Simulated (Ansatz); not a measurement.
**Os3N: one candidate structure**

Aim: relax Os3N from this start, Ni3Sn (D0_19) type (P6_3/mmc, No. 194), and see where it ends.

Method: DFT PBE, scalar-relativistic, plane waves, PAW, in Ansatz 0.2.0.

### Step 1. Starting point

The structure is hexagonal, space group P6_3/mmc (No. 194). The conventional cell has a = 5.157 Å, b = 5.157 Å, c = 4.139 Å, α = 90.00°, β = 90.00°, γ = 120.00°. Os (site symmetry mm2) is surrounded by 4 N at 2.55 to 2.58 Å and 8 Os at 2.55 to 2.58 Å. Around N (site symmetry -6m2) lie 12 Os at 2.55 to 2.58 Å.

Coordinates:

```xyz
8
Lattice="5.1569 0.0000 0.0000 -2.5784 4.4660 0.0000 0.0000 0.0000 4.1392" Properties=species:S:1:pos:R:3 pbc="T T T"
Os    2.5784    2.9743    1.0348
Os   -1.2866    3.7202    3.1044
Os    1.2918    0.7458    1.0348
Os    0.0000    1.4916    3.1044
Os    3.8651    0.7458    1.0348
Os    1.2866    3.7202    3.1044
N     0.0000    2.9773    1.0348
N     2.5784    1.4887    3.1044
```

(A quick probe on a coarse mesh, which set the mesh and smearing, is not shown.)

### Step 3. Coarse relaxation

File input.yaml:

```yaml
crystal:
  lattice:
    - [5.1568584809, 0.0, 0.0]
    - [-2.5784292405, 4.4659704482, 0.0]
    - [0.0, 0.0, 4.1391745946]
  atoms:
    - { symbol: Os, position: [0.833, 0.666, 0.25] }
    - { symbol: Os, position: [0.167, 0.833, 0.75] }
    - { symbol: Os, position: [0.334, 0.167, 0.25] }
    - { symbol: Os, position: [0.167, 0.334, 0.75] }
    - { symbol: Os, position: [0.833, 0.167, 0.25] }
    - { symbol: Os, position: [0.666, 0.833, 0.75] }
    - { symbol: "N", position: [0.3333333333, 0.6666666667, 0.25] }
    - { symbol: "N", position: [0.6666666667, 0.3333333333, 0.75] }
basis:
  ecutwfc: 420
kpoints:
  mp_grid: { grid: [6, 6, 4] }
hamiltonian:
  xc: pbe
scf:
  occupations: { method: gaussian, width: 0.1 }
  lower_state_search: "off"
output:
  forces: true
  stress: true
  eigenvalues: true
relax:
  adjacent_minimum: "off"
  f_tol: 0.04
  max_steps: 70
  cell: { stress_tol: 0.4 }
```

Started as:

```
ansatz run input.yaml --threads 1 --pin off --max-ram 2560MiB --backend cpu --events-out ev --progress --plain --runs-dir out
```

Further runs follow: a loose first relaxation; full relaxation.

**Question.** What will these runs give?

As calculated:

Formation energies count from the elements, computed with the same settings in runs not shown here.

| quantity | value |
| --- | --- |
| cell | a = 6.784 Å, b = 6.784 Å, c = 2.687 Å, α = 90.00°, β = 90.00°, γ = 120.00° |
| space group | P6_3/mmc (No. 194) |
| volume | 13.38 Å³/atom |
| gap on the mesh | none (metal) |
| formation energy from the elements | +0.803 eV/atom |

The space group stayed P6_3/mmc, and from the first guess the volume went from 11.92 to 13.38 Å³/atom. The formation energy of +0.80 eV/atom is positive, so the elements lie lower than this structure; another structure of the compound can lie lower. The runs treat Os without spin-orbit coupling.
